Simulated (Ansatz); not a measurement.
# B5W2: the cost of one run

Program: Ansatz 0.2.0. Level of theory: DFT PBE, scalar-relativistic, plane waves, PAW. These are calculated values, not measurements.

4 further runs of the same task are left out: 4 set aside as unsound or not needed.

## 1. The structure to begin with

The structure is trigonal, space group P3m1 (No. 156). The conventional cell has a = 3.095 Å, b = 3.095 Å, c = 27.673 Å, α = 90.00°, β = 90.00°, γ = 120.00°. Around W (site symmetry 3m) lie 7 B at 2.13 to 2.43 Å. Around B (site symmetry 3m) lie 6 B at 1.85 to 1.95 Å and 4 W at 2.30 to 2.43 Å. B (site symmetry 3m) is surrounded by 6 B at 1.85 to 2.18 Å and 3 W at 2.13 Å. Around B (site symmetry 3m) lie 6 B at 1.95 to 2.18 Å and 4 W at 2.35 to 2.42 Å. Around W (site symmetry 3m) lie 10 B at 2.30 to 2.40 Å. B (site symmetry 3m) has 3 B at 1.79 Å and 6 W at 2.36 to 2.41 Å as nearest neighbours. Around B (site symmetry 3m) lie 3 B at 1.79 Å and 6 W at 2.37 to 2.40 Å. Around W (site symmetry 3m) lie 10 B at 2.29 to 2.41 Å. Only part of the 14 independent sites is listed.

Coordinates:

```
W B
1.0
     3.09508    0.00000    0.00000
    -1.54754    2.68042    0.00000
     0.00000    0.00000   27.67312
W B
4 10
Direct
  0.00000 0.00000 0.26667
  0.66667 0.33333 0.40917
  0.66667 0.33333 0.52345
  0.33333 0.66667 0.67837
  0.66667 0.33333 0.32591
  0.33333 0.66667 0.30888
  0.00000 0.00000 0.35413
  0.00000 0.00000 0.46485
  0.33333 0.66667 0.46714
  0.33333 0.66667 0.57975
  0.00000 0.00000 0.62767
  0.66667 0.33333 0.60622
  0.66667 0.33333 0.73838
  0.00000 0.00000 0.73694
```

Planes are indexed in the bulk's conventional cell (R-3m (No. 166)), a = 3.095 Å, b = 3.095 Å, c = 21.400 Å, α = 90.00°, β = 90.00°, γ = 120.00°.

As cut, it was a (001) slab, 12.7 Å thick as cut, with 15 Å of vacuum; its outer planes are B (top) and W (bottom); it was relaxed in an earlier run.

## 2. Bands of the relaxed slab

The cell repeats along c, and a dipole correction in the vacuum removes the field between the copies.

File input.yaml:

```yaml
crystal:
  lattice:
    - [3.0950833818, 0.0, 0.0]
    - [-1.5475416909, 2.6804208354, 0.0]
    - [0.0, 0.0, 27.673119909]
  atoms:
    - { symbol: W, position: [0.0, 0.0, 0.2666697733] }
    - { symbol: B, position: [0.6666666667, 0.3333333333, 0.3259093342] }
    - { symbol: B, position: [0.3333333333, 0.6666666667, 0.3088787284] }
    - { symbol: B, position: [0.0, 0.0, 0.3541331857] }
    - { symbol: W, position: [0.6666666667, 0.3333333333, 0.4091711733] }
    - { symbol: B, position: [0.0, 0.0, 0.4648528815] }
    - { symbol: B, position: [0.3333333333, 0.6666666667, 0.4671366584] }
    - { symbol: W, position: [0.6666666667, 0.3333333333, 0.5234487097] }
    - { symbol: B, position: [0.3333333333, 0.6666666667, 0.5797544015] }
    - { symbol: B, position: [0.0, 0.0, 0.6276721652] }
    - { symbol: B, position: [0.6666666667, 0.3333333333, 0.606218308] }
    - { symbol: W, position: [0.3333333333, 0.6666666667, 0.6783665249] }
    - { symbol: B, position: [0.6666666667, 0.3333333333, 0.7383783371] }
    - { symbol: B, position: [0.0, 0.0, 0.73694002] }
basis:
  ecutwfc: 420
kpoints:
  mp_grid: { grid: [12, 12, 1] }
  band_path:
    path:
      - [0.5, 0, 0]
      - [0, 0, 0]
      - [0.3333333333333, 0.3333333333333, 0]
      - [0.5, 0, 0]
    npoints: 12
hamiltonian:
  xc: pbe
scf:
  occupations: { method: gaussian, width: 0.1 }
  n_extra_bands: 34
output:
  forces: true
  eigenvalues: true
  populations: true
  fatbands: true
  write_density: true
  write_potential: true
  elf: true
  volumetric_format: npy
efield:
  axis: 3
  dipole_correction: true
  ramp_width: 0.04
```

Launch:

```bash
$ ansatz run input.yaml --threads 2 --pin off --max-ram 4096MiB --backend cpu --events-out ev --progress --plain --runs-dir out
```

What time and memory should one allow on 2 threads of Arm Neoverse V1, shared host?

About 83 s, with a peak of 0.8 GiB.
